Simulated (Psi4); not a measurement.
# C2H3ClSi (SMILES ClC1=C[SiH2]1): HF/def2-SVP

What is the energy change on altering one bond length of C2H3ClSi at HF/def2-SVP? 

Program for the calculation: Psi4 1.11.

1 further run of the same task is left out (set aside as unsound or not needed).

## Step 1: The structure to begin with

The species is C2H3ClSi (7 atoms), meant as a singlet with charge 0. SMILES: `ClC1=C[SiH2]1`. The coordinates come from a PBE0-D4/def2-TZVP relaxation.

Bond lengths: Cl1–C2 1.700 Å, C2–C3 1.327 Å, C2–Si4 1.804 Å, C3–Si4 1.819 Å, C3–H5 1.082 Å, Si4–H6 1.482 Å, Si4–H7 1.482 Å. Some angles: Cl1–C2–C3 135.8°, Cl1–C2–Si4 155.1°, C3–C2–Si4 69.2°, C2–C3–Si4 67.9°, C2–Si4–C3 43.0°, C2–C3–H5 137.0°, Si4–C3–H5 155.1°, C2–Si4–H6 121.6°, C2–Si4–H7 121.6°, C3–Si4–H6 121.6°.

## Step 2: The energy at HF/def2-SVP

Contents of job.py:

```python
import psi4

psi4.set_memory('2200 MB')
psi4.set_num_threads(1)
psi4.set_output_file('psi4.out', False)

geom = psi4.geometry("""
0 1
Cl    -1.169200    -2.293300     0.411500
C     -0.358000    -0.819900     0.163200
C      0.836800    -0.330000     0.466700
Si    -0.185900     0.871600    -0.438900
H      1.727500    -0.673800     0.975600
H     -0.837800     2.011300     0.248800
H      0.047800     1.166200    -1.872600
units angstrom
symmetry c1
""")

psi4.set_options({
    'basis': 'def2-SVP',
    'reference': 'rhf',
    'puream': True,
    'e_convergence': 1e-09,
    'd_convergence': 1e-08,
    'scf_type': 'pk',
})

energy_value, wavefunction = psi4.energy("hf", return_wfn=True)
print('E =', round(energy_value, 9))
for k, v in sorted(psi4.core.scalar_variables().items()):
    print(f'{k:45s} {v:18.10f}')
```

Launch:

```bash
python job.py
```

psi4.out:

```text
[...]
  Running in c1 symmetry.
[...]
  Nuclear repulsion =  179.922318629891919
[...]
  Multiplicity = 1
[...]
  Nalpha       = 23
  Nbeta        = 23
[...]
    Number of basis functions: 79
[...]
   @RHF iter   1:  -825.47200862499972   -2.29827e-01   3.85000e-03 DIIS/ADIIS
[...]
   @RHF iter  12:  -825.53471411243140   -6.70752e-12   8.72543e-09 DIIS
[...]
    Orbital Energies [Eh]
    ---------------------
    Doubly Occupied:
       1A   -104.800990     2A    -68.780844     3A    -11.292413
       4A    -11.249651     5A    -10.564312     6A     -8.039456
       7A     -8.035844     8A     -8.035610     9A     -6.149966
      10A     -4.261152    11A     -4.260920    12A     -4.259492
      13A     -1.157765    14A     -1.048504    15A     -0.740572
      16A     -0.692993    17A     -0.629035    18A     -0.538010
      19A     -0.536971    20A     -0.489830    21A     -0.436430
      22A     -0.389635    23A     -0.378547
[...]
  @RHF Final Energy:  -825.53471411243140
   => Energetics <=
    Nuclear Repulsion Energy =            179.9223186298919188
    One-Electron Energy =               -1497.3761792816428624
    Two-Electron Energy =                 491.9191465393196268
    Total Energy =                       -825.5347141124314021
[...]
 Multipole Moments:
 ------------------------------------------------------------------------------------
     Multipole            Electronic (a.u.)      Nuclear  (a.u.)        Total (a.u.)
 ------------------------------------------------------------------------------------
 L = 1.  Multiply by 2.5417464519 to convert [e a0] to [Debye]
 Dipole X            :         -2.4809913            2.7853499            0.3043586
 Dipole Y            :         -5.3519443            5.8962282            0.5442839
 Dipole Z            :          1.0964714           -1.1862244           -0.0897530
 Magnitude           :                                                    0.6300276
[...]
```

Standard output:

```text
E = -825.534714112
CURRENT ENERGY                                   -825.5347141124
CURRENT REFERENCE ENERGY                         -825.5347141124
DD SOLVATION ENERGY                                 0.0000000000
HF KINETIC ENERGY                                 825.1358380707
HF POTENTIAL ENERGY                             -1650.6705521831
HF TOTAL ENERGY                                  -825.5347141124
HF VIRIAL RATIO                                     2.0004834065
NUCLEAR REPULSION ENERGY                          179.9223186299
ONE-ELECTRON ENERGY                             -1497.3761792816
PCM POLARIZATION ENERGY                             0.0000000000
PE ENERGY                                           0.0000000000
SCF ITERATION ENERGY                             -825.5347141124
SCF ITERATIONS                                     12.0000000000
SCF TOTAL ENERGY                                 -825.5347141124
TWO-ELECTRON ENERGY                               491.9191465393
```

Wall time 3.9 s (1 thread of Intel Xeon Platinum 8259CL at 2.50GHz (Skylake/Cascade Lake), shared host); peak memory 0.26 GiB.

## Step 3: The distorted shape at the same level

Contents of calc.inp:

```
memory 2200 MB

molecule {
  0 1
  Cl    -1.881732    -2.018271     0.004396
  C     -1.070532    -0.544871    -0.243904
  C      0.124268    -0.054971     0.059596
  Si    -0.898432     1.146629    -0.846004
  H      1.727500    -0.673800     0.975600
  H     -1.550332     2.286329    -0.158304
  H     -0.664732     1.441229    -2.279704
  symmetry c1
}

set puream true
set e_convergence 1e-09
set d_convergence 1e-08
set scf_type pk

e, wfn = energy("scf/def2-SVP", return_wfn=True)
oeprop(wfn, "DIPOLE", "WIBERG_LOWDIN_INDICES", "MULLIKEN_CHARGES")
```

Launch:

```bash
psi4 -i calc.inp -o calc.out -n 1
```

calc.out:

```text
[...]
  Running in c1 symmetry.
[...]
  Nuclear repulsion =  177.189739206301880
[...]
  Multiplicity = 1
[...]
  Nalpha       = 23
  Nbeta        = 23
[...]
    Number of basis functions: 79
[...]
   @RHF iter   1:  -825.30874073138853   -3.67616e-01   3.85226e-03 ADIIS/DIIS
[...]
   @RHF iter  13:  -825.38404223542261   -1.00044e-11   5.46460e-09 DIIS
[...]
    Orbital Energies [Eh]
    ---------------------
    Doubly Occupied:
       1A   -104.809942     2A    -68.797943     3A    -11.303975
       4A    -11.301265     5A    -10.573071     6A     -8.048231
       7A     -8.044489     8A     -8.044300     9A     -6.166776
      10A     -4.277770    11A     -4.277691    12A     -4.275963
      13A     -1.166305    14A     -1.056411    15A     -0.706208
      16A     -0.673872    17A     -0.568543    18A     -0.546925
      19A     -0.512135    20A     -0.498584    21A     -0.442491
      22A     -0.387002    23A     -0.357301
[...]
  @RHF Final Energy:  -825.38404223542261
   => Energetics <=
    Nuclear Repulsion Energy =            177.1897392063018799
    One-Electron Energy =               -1491.4731768711653785
    Two-Electron Energy =                 488.8993954294408013
    Total Energy =                       -825.3840422354226121
[...]
 Multipole Moments:
 ------------------------------------------------------------------------------------
     Multipole            Electronic (a.u.)      Nuclear  (a.u.)        Total (a.u.)
 ------------------------------------------------------------------------------------
 L = 1.  Multiply by 2.5417464519 to convert [e a0] to [Debye]
 Dipole X            :         -3.5250663            3.4380118           -0.0870545
 Dipole Y            :         -4.9992295            5.6443084            0.6450788
 Dipole Z            :          0.5200252           -0.8133271           -0.2933019
 Magnitude           :                                                    0.7139546
[...]
  Mulliken Charges: (a.u.)
   Center  Symbol    Alpha    Beta     Spin     Total
       1    CL     8.56520  8.56520  0.00000 -0.13039
       2     C     3.05030  3.05030  0.00000 -0.10061
       3     C     3.13646  3.13646  0.00000 -0.27292
       4    SI     6.65233  6.65233  0.00000  0.69533
       5     H     0.47216  0.47216  0.00000  0.05568
       6     H     0.56177  0.56177  0.00000 -0.12354
       7     H     0.56177  0.56177  0.00000 -0.12354
   Total alpha = 23.00000, Total beta = 23.00000, Total charge = -0.00000
  Wiberg Bond Indices using Orthogonal Lowdin Orbitals:
[...]
```

Wall time 4.2 s (1 thread of Intel Xeon Platinum 8259CL at 2.50GHz (Skylake/Cascade Lake), shared host); peak memory 0.26 GiB.

## Step 4: Summary of results

At HF/def2-SVP:

```
                                                         quantity          value
                                        first shape: total energy  -825.53471 Eh
                                       first shape: dipole moment         1.60 D
                                         first shape: HOMO energy      -10.30 eV
                                         first shape: LUMO energy        3.31 eV
                                       first shape: HOMO–LUMO gap       13.61 eV
                                    distorted shape: total energy  -825.38404 Eh
                                   distorted shape: dipole moment         1.81 D
                                     distorted shape: HOMO energy       -9.72 eV
                                     distorted shape: LUMO energy        0.88 eV
                                   distorted shape: HOMO–LUMO gap       10.60 eV
energy change with the C3–H5 bond stretched from 1.082 to 1.947 Å       4.100 eV
```

With the C3–H5 bond stretched from 1.082 to 1.947 Å the energy rises by 4.10 eV (396 kJ/mol). The first shape isn't relaxed at this level, so the change isn't measured from a minimum. A restricted reference can't describe the breaking bond well at this length. Mulliken charges (distorted shape) run from -0.27 on C3 to +0.70 on Si4.
